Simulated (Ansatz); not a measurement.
# WNH₃ (singlet): wave-function methods side by side at a displaced geometry (v1), def2-SVP

One table from this session's results is given with a row withheld; the runs are named, their logs left out.

Method: def2-SVP, core rule «outside noble gas», up to 5 orbitals frozen; program: Ansatz 0.2.0, Gaussian basis.

The runs, in order: UHF; CCSD(T) on RHF; CISD; CCSDT(Q) on RHF; CASSCF and NEVPT2, 8 electrons in 8 orbitals.

12 further runs of the same task are left out: 3 for a known fault of the program, 4 that didn't finish, 5 set aside as unsound or not needed. Runs told in other sessions of the task aren't counted.

### The geometry

The geometry is a PBE0/def2-TZVP stationary point (not a proven minimum) with its atoms shifted at random (size 0.040 Å). No spin-orbit coupling is included. Elements past krypton take def2 core potentials.

5 atoms, charge 0, spin multiplicity 1.

Atoms are counted from 1 here; the program's logs count them from 0.

Bond lengths: W1–N2 2.104 Å, N2–H3 0.989 Å, N2–H4 0.993 Å, N2–H5 1.053 Å. Angles: W1–N2–H3 115.6°, W1–N2–H4 108.1°, W1–N2–H5 105.2°, H3–N2–H4 109.3°, H3–N2–H5 105.9°, H4–N2–H5 112.8°.

As a file:

```mol
H3NW
  3D, bonds by distance, orders not assigned

  5  4  0  0  0  0  0  0  0  0999 V2000
   -0.1835    0.0024    0.0027 W   0  0
    1.9205   -0.0290   -0.0218 N   0  0
    2.3332   -0.9265   -0.0617 H   0  0
    2.2460    0.4463    0.7867 H   0  0
    2.1930    0.4537   -0.9174 H   0  0
  1  2  8  0
  2  3  8  0
  2  4  8  0
  2  5  8  0
M  END
```

Set-up of the first run:

in.yaml

```yaml
crystal:
  periodic: [false, false, false]
  atoms:
    - {symbol: W, position_ang: [-0.183454, 0.002355, 0.002719]}
    - {symbol: N, position_ang: [1.920513, -0.028993, -0.021847]}
    - {symbol: H, position_ang: [2.333216, -0.926496, -0.061693]}
    - {symbol: H, position_ang: [2.246026, 0.446292, 0.786710]}
    - {symbol: H, position_ang: [2.193047, 0.453652, -0.917387]}
basis:
  gaussian: {orbitals: def2-SVP}
magnetization: {spin_polarized: true, initial_magnetization: 0}
hamiltonian: {xc: hf}
output: {orbitals: {seedname: orbitals}}
```

Run with:

```bash
$ ansatz run in.yaml --threads 1 --pin off --events-out ev --progress --plain --max-ram 2393MiB
```

Steps of the session up to this table: UHF; CCSD(T) on RHF; CISD; CCSDT(Q) on RHF; CASSCF and NEVPT2, 8 electrons in 8 orbitals.

One of the session's tables, all rows but one given; the rest of the session is left out.

| method | from RCCSDT(Q) (kJ/mol) |
| --- | --- |
| RHF | +899.9 |
| UHF | ? |
| RMP2 | +123.7 |
| RCCSD | +43.5 |
| RCCSD(T) | +12.3 |
| RCCSDT | +3.3 |
| RCCSDT(Q) | 0 |
| CASSCF frontier | +626.4 |
| NEVPT2 frontier | +142.8 |

Estimate the missing values for UHF.

**Answer.** from RCCSDT(Q) (kJ/mol): +778.3. In the column «from RCCSDT(Q) (kJ/mol)» it lies between CASSCF frontier (+626.4) and RHF (+899.9).

Not comparable, so not listed: CISD (they don't share determinant, frozen orbitals or solution with the rows shown, or repeat one).

Limits of these values: The determinant of HF (⟨S²⟩ 2.06) is far from a pure spin state, so its energy mixes those of several spin states; that is harmless only where they are near-degenerate. Warnings: restricted reference is unstable; spin contamination; large T1 diagnostic.
